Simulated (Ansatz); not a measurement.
I need harmonic frequencies at the relaxed geometry of CH₃ClF₂Si₂, SMILES F[Si]1(F)[SiH2]C1Cl. Use Ansatz 0.2.0, Python API. Level of theory (for the species named): B3LYP, def2-SVP basis, multiplicity 1.

```yaml
atoms:
  - { symbol: F, position_ang: [0.8454, -1.5210, 1.8253] }
  - { symbol: Si, position_ang: [0.9607, -0.6101, 0.4930] }
  - { symbol: F, position_ang: [2.3820, -0.0109, 0.2349] }
  - { symbol: Si, position_ang: [-0.6018, -0.4256, -1.0215] }
  - { symbol: C, position_ang: [-0.3323, 0.6524, 0.3775] }
  - { symbol: Cl, position_ang: [0.0972, 2.3324, 0.0581] }
  - { symbol: H, position_ang: [-0.3422, 0.1231, -2.3616] }
  - { symbol: H, position_ang: [-1.8664, -1.2462, -0.8622] }
  - { symbol: H, position_ang: [-1.0539, 0.6595, 1.2394] }
```

Script `freq_ch3clf2si2.py`:
```python
"""Harmonic frequencies of CH3ClF2Si2 at its relaxed geometry."""

import itertools

import ansatz as az
from ase import Atoms
from ase.data import atomic_numbers, covalent_radii
from ase.thermochemistry import IdealGasThermo
import numpy as np

params = {
    "basis": "def2-SVP",
    "xc": "B3LYP",
}

GEOMETRY = """
F     0.84540   -1.52100    1.82530
Si    0.96070   -0.61010    0.49300
F     2.38200   -0.01090    0.23490
Si   -0.60180   -0.42560   -1.02150
C    -0.33230    0.65240    0.37750
Cl    0.09720    2.33240    0.05810
H    -0.34220    0.12310   -2.36160
H    -1.86640   -1.24620   -0.86220
H    -1.05390    0.65950    1.23940
"""

ch3clf2si2 = az.Crystal.molecule()
for line in GEOMETRY.strip().splitlines():
    symbol, *xyz = line.split()
    ch3clf2si2 = ch3clf2si2.atom(symbol, [float(v) for v in xyz])

job = ch3clf2si2.calculation().basis(gaussian=params["basis"]).functional(params["xc"])
symbols = [site.symbol for site in ch3clf2si2.cartesian_sites]
start = np.array([site.position_ang for site in ch3clf2si2.cartesian_sites], dtype=float)
summary = job.relax(force_tolerance=0.003).run(threads=1).report
end = np.array(summary["positions_ang"])

# pairs closer than 1.2 times the sum of covalent radii, before or after
radius = [covalent_radii[atomic_numbers[s]] for s in symbols]
span = lambda where, i, j: np.linalg.norm(where[i] - where[j])
bonded = [(i, j) for i, j in itertools.combinations(range(len(symbols)), 2) if min(span(start, i, j), span(end, i, j)) < 1.2 * (radius[i] + radius[j])]
print("pair        before    after (A)")
for i, j in bonded:
    print(f"{symbols[i]}{i}-{symbols[j]}{j}".ljust(10), f"{span(start, i, j):8.4f} {span(end, i, j):8.4f}")
for first, second in list(itertools.combinations(bonded, 2)):
    shared = set(first) & set(second)
    if shared and symbols[(j := shared.pop())] != "H":
        i, k = sorted((set(first) | set(second)) - {j})
        u, v = end[i] - end[j], end[k] - end[j]
        angle = np.degrees(np.arccos(np.clip(u @ v / np.linalg.norm(u) / np.linalg.norm(v), -1, 1)))
        print(f"final angle {symbols[i]}{i}-{symbols[j]}{j}-{symbols[k]}{k}: {angle:.2f} deg")

# frequencies need a stationary point, so they are taken at the relaxed geometry
minimum = az.Crystal.molecule()
for symbol, place in zip(symbols, end):
    minimum = minimum.atom(symbol, place.tolist())
vibrating = (
    minimum.calculation()
    .basis(gaussian=params["basis"])
    .functional(params["xc"])
    .phonons(temperatures=(200, 600, 100))
)
vib = vibrating.run(threads=1).report["vibrations"]
sums = vib["harmonic_sums"]
modes = [m["omega_inv_cm"] for m in sums["modes_at_gamma"] if m["rigid_motion"] == "no"]
for number, w in enumerate(modes, start=1):
    print(f"mode {number:2d} {w:9.1f} 1/cm {w / 8065.544 * 1000:8.2f} meV")
print("imaginary modes:", sum(w < 0 for w in modes), " zero-point energy:", round(sums["zero_point_energy_ev"], 4), "eV")
# rigid rotor and ideal gas, symmetry number taken as one
gas = IdealGasThermo(vib_energies=[w / 8065.544 for w in modes if w > 0], geometry="linear" if len(modes) == 3 * len(symbols) - 5 else "nonlinear",
                     atoms=Atoms(symbols, positions=end), symmetrynumber=1, spin=0.0)
print(f"H(298 K) - E = {gas.get_enthalpy(298.15, verbose=False):.4f} eV")
print(f"S(298 K, 1 bar) = {96485.33 * gas.get_entropy(298.15, 1e5, verbose=False):.1f} J/(mol K) with symmetry number 1")
```

```console
$ python freq_ch3clf2si2.py
pair        before    after (A)
F0-Si1       1.6180   1.6168
Si1-F2       1.5639   1.6146
Si1-Si3      2.1838   2.2621
Si1-C4       1.8108   1.8680
Si3-C4       1.7866   1.9674
Si3-H6       1.4712   1.4855
Si3-H7       1.5159   1.4872
C4-Cl5       1.7632   1.7876
C4-H8        1.1241   1.1047
final angle F0-Si1-F2: 107.04 deg
final angle F0-Si1-Si3: 129.68 deg
final angle F0-Si1-C4: 118.26 deg
final angle F2-Si1-Si3: 119.09 deg
final angle F2-Si1-C4: 117.96 deg
final angle Si3-Si1-C4: 55.92 deg
final angle Si1-Si3-C4: 51.85 deg
final angle Si1-Si3-H6: 114.55 deg
final angle Si1-Si3-H7: 130.08 deg
final angle Si1-C4-Si3: 72.23 deg
final angle Si1-C4-Cl5: 128.20 deg
final angle Si1-C4-H8: 109.14 deg
final angle C4-Si3-H6: 114.06 deg
final angle C4-Si3-H7: 117.25 deg
final angle Si3-C4-Cl5: 123.79 deg
final angle Si3-C4-H8: 107.96 deg
final angle H6-Si3-H7: 113.24 deg
final angle Cl5-C4-H8: 110.00 deg
mode  1      72.3 1/cm     8.96 meV
mode  2     104.9 1/cm    13.01 meV
mode  3     171.4 1/cm    21.25 meV
mode  4     207.9 1/cm    25.78 meV
mode  5     257.2 1/cm    31.89 meV
mode  6     316.2 1/cm    39.21 meV
mode  7     405.9 1/cm    50.32 meV
mode  8     428.6 1/cm    53.14 meV
mode  9     494.3 1/cm    61.28 meV
mode 10     565.8 1/cm    70.14 meV
mode 11     639.2 1/cm    79.25 meV
mode 12     668.9 1/cm    82.93 meV
mode 13     831.1 1/cm   103.04 meV
mode 14     891.6 1/cm   110.54 meV
mode 15     897.1 1/cm   111.23 meV
mode 16     953.7 1/cm   118.24 meV
mode 17     962.7 1/cm   119.36 meV
mode 18    1163.1 1/cm   144.21 meV
mode 19    2230.5 1/cm   276.55 meV
mode 20    2261.2 1/cm   280.36 meV
mode 21    3060.9 1/cm   379.51 meV
imaginary modes: 0  zero-point energy: 1.0901 eV
H(298 K) - E = 1.3315 eV
S(298 K, 1 bar) = 373.5 J/(mol K) with symmetry number 1
```

What to keep in mind:
- The frequencies are harmonic and unscaled, in a modest basis. The result belongs to the one conformer reached from this start, and soft torsions count as harmonic oscillators.
- b3lyp holds the VWN-RPA fit, as in Gaussian; the form of ORCA and Turbomole is b3lyp5.
- The entropy takes a symmetry number of 1; a symmetric molecule's is lower by R ln(sigma).
- Hardware and time: 4.2 min on 1 thread of Arm Neoverse V2 (shared host), peak memory 0.39 GiB.

(Lines on the test bed's own set-up are left out of the output.)
